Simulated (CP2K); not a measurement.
# AlSn in CP2K: convergence with ngrids

Input of the first run (ngrids 1); the others differ in this setting and in those tied to it:

File alsn_converge.inp:

```
&GLOBAL
  PROJECT alsn_converge
  RUN_TYPE ENERGY_FORCE
  PRINT_LEVEL LOW
&END GLOBAL
&FORCE_EVAL
  METHOD QS
  STRESS_TENSOR ANALYTICAL
  &DFT
    BASIS_SET_FILE_NAME BASIS_MOLOPT
    POTENTIAL_FILE_NAME GTH_POTENTIALS
    &MGRID
      CUTOFF 450
      REL_CUTOFF 60
      NGRIDS 1
    &END MGRID
    &QS
      METHOD GPW
      EPS_DEFAULT 1.0E-10
    &END QS
    &KPOINTS
      SCHEME MONKHORST-PACK 6 6 6
      GAMMA_CENTERED T
      SYMMETRY T
      SYMMETRY_BACKEND SPGLIB
    &END KPOINTS
    &SCF
      SCF_GUESS ATOMIC
      EPS_SCF 1.0E-6
      MAX_SCF 100
      ADDED_MOS 10
      CHOLESKY OFF
      EPS_EIGVAL 1.0E-7
      &DIAGONALIZATION ON
        ALGORITHM STANDARD
      &END DIAGONALIZATION
      &MIXING ON
        METHOD BROYDEN_MIXING
        ALPHA 0.4
        BETA 1.5
        NBUFFER 8
      &END MIXING
      &SMEAR ON
        METHOD FERMI_DIRAC
        ELECTRONIC_TEMPERATURE [K] 1160.452
      &END SMEAR
    &END SCF
    &XC
      &XC_FUNCTIONAL
        &GGA_X_PBE
        &END GGA_X_PBE
        &GGA_C_PBE
        &END GGA_C_PBE
      &END XC_FUNCTIONAL
    &END XC
    &PRINT
      &KPOINTS ON
      &END KPOINTS
      &MULLIKEN ON
      &END MULLIKEN
      &MO ON
        ENERGIES T
        OCCUPATION_NUMBERS T
        &EACH
          QS_SCF 0
        &END EACH
        ADD_LAST NUMERIC
      &END MO
    &END PRINT
  &END DFT
  &SUBSYS
    &CELL
      ABC 4.1981056157 4.1981056156 3.3068470000
      ALPHA_BETA_GAMMA 90.0000000000 90.0000000000 119.9999999999
      PERIODIC XYZ
    &END CELL
    &COORD
      SCALED
      Sn  0.3333333333 0.6666666667 0.5000000000
      Al  0.0000000000 0.0000000000 0.0000000000
    &END COORD
    &KIND Sn
      BASIS_SET DZVP-MOLOPT-SR-GTH-q4
      POTENTIAL GTH-PBE-q4
    &END KIND
    &KIND Al
      BASIS_SET DZVP-MOLOPT-SR-GTH-q3
      POTENTIAL GTH-PBE-q3
    &END KIND
    &PRINT
      &ATOMIC_COORDINATES ON
      &END ATOMIC_COORDINATES
      &CELL ON
      &END CELL
      &SYMMETRY ON
      &END SYMMETRY
    &END PRINT
  &END SUBSYS
  &PRINT
    &FORCES ON
    &END FORCES
    &STRESS_TENSOR ON
    &END STRESS_TENSOR
  &END PRINT
&END FORCE_EVAL
```

Potentials or basis: GTH_POTENTIALS Sn GTH-PBE-q4, Al GTH-PBE-q3; DZVP-MOLOPT-SR-GTH basis.

The run is started by

```sh
$ OMP_NUM_THREADS=1 cp2k.psmp -i alsn_converge.inp -o alsn_converge.out
```

The cell comes from a database or a generator and needn't be the stable form of this composition.

Hardware: 1 thread of Arm Neoverse N1 (shared host).

| ngrids | energy less the tightest run, at zero smearing (meV/atom) | SCF cycles | CPU time (s) | peak memory (GiB) |
| --- | --- | --- | --- | --- |
| 1 | 0.00 | 14 | 1000 | 0.24 |
| 2 | 0.00 | 14 | 210 | 0.24 |
| 3 | 0.00 | 14 | 59 | 0.24 |
| 4 | 0.00 | 14 | 33 | 0.24 |
| 5 | 0.00 | 14 | 33 | 0.24 |
| 6 | 0.00 | 14 | 33 | 0.24 |

Against the tightest run, the energy stays within 1 meV/atom from 1 on. The tightest run that finished is the yardstick and may itself not be fully converged.
